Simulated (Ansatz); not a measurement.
NbSn:

```
Nb Sn
1.0
     4.05436    0.00000    0.00000
    -2.02718    3.51118    0.00000
     0.00000    0.00000    5.56227
Nb Sn
2 2
Direct
  0.00000 0.00000 0.00000
  0.00000 0.00000 0.50000
  0.33333 0.66667 0.25000
  0.66667 0.33333 0.75000
```

The cell was built by a generator and needn't be a form met in nature.

```yaml
Program: Ansatz 0.2.0
Task: single point
Functional: PBE
Potentials_or_basis: all-electron LAPW, scalar-relativistic
Cutoff: 258 eV (chosen from the basis error)
Basis_error_allowed: 0.001 eV/atom
k_mesh: 8 × 8 × 5
Occupations: fermi-dirac, width 0.05 eV
Spin: no spin polarisation
```

On this cell: pressure 27.2 GPa; largest force under 0.003 eV/Å; band gap on the k mesh none (metal or under the smearing width).

The same run follows on a disturbed copy (atoms moved at random, drawn with an rms of 0.05 Å):

```
CELL_PARAMETERS angstrom
4.05436 0.00000 0.00000
-2.02718 3.51118 0.00000
0.00000 0.00000 5.56227
ATOMIC_POSITIONS crystal
Nb 0.99617 0.99438 0.01049
Nb 0.99372 0.98792 0.50556
Sn 0.33511 0.66359 0.24876
Sn 0.65790 0.32480 0.75320
```

Task: What changes?

Result: The energy (extrapolated to zero smearing) moves by +7.1 meV/atom; pressure 27.3 GPa; largest force 0.674 eV/Å; band gap on the k mesh none (metal or under the smearing width).

Forces on the atoms (eV/Å):
```
Nb   0.051 -0.012 -0.588
Nb  -0.021  0.288 -0.182
Sn  -0.268 -0.278  0.553
Sn   0.238  0.002  0.217
```

Stress tensor (GPa, compression positive):
```
23.65  1.16 -0.03
 1.16 22.38 -0.06
-0.03 -0.06 35.96
```

Caveats: so large a pressure means that the cell lies far from this level's equilibrium, or that cutoff or potentials fall short (some runs).

The runs don't all hold the same shells in valence.
